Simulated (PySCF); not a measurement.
Crystal: OScF2H, in a box.

```xyz
5
Lattice="12.0000 0.0000 0.0000 0.0000 14.0000 0.0000 0.0000 0.0000 11.0000" Properties=species:S:1:pos:R:3 pbc="T T T"
O     5.1842    8.1696    4.9221
Sc    5.7376    6.4494    5.3276
F     7.1257    6.1603    6.5115
F     4.9129    4.9875    4.5565
H     4.9004    9.0545    4.7142
```

Base run:

- Program: PySCF 2.14.0
- Functional: revTPSS
- Dispersion: D4
- Potentials or basis: def2-svp (all-electron)
- k mesh: 1 × 1 × 1
- Occupations: fixed
- Spin: no spin polarisation

Its results: gap between the frontier levels 4.74 eV.

The run is repeated on the same cell with these changes: functional from revTPSS to RPBE. What comes out?

Gap between the frontier levels 4.27 eV.

revTPSS gives the wider gap, since meta-GGAs in the generalised Kohn-Sham scheme recover part of the derivative discontinuity.

Caveats: this is a molecule in a periodic box at the Γ point, so its band gap is the HOMO-LUMO gap; the basis of atomic orbitals isn't converged, which shifts pressures, moduli and gaps.

A k mesh can miss the band edges.

Not every run made on this cell is shown here.
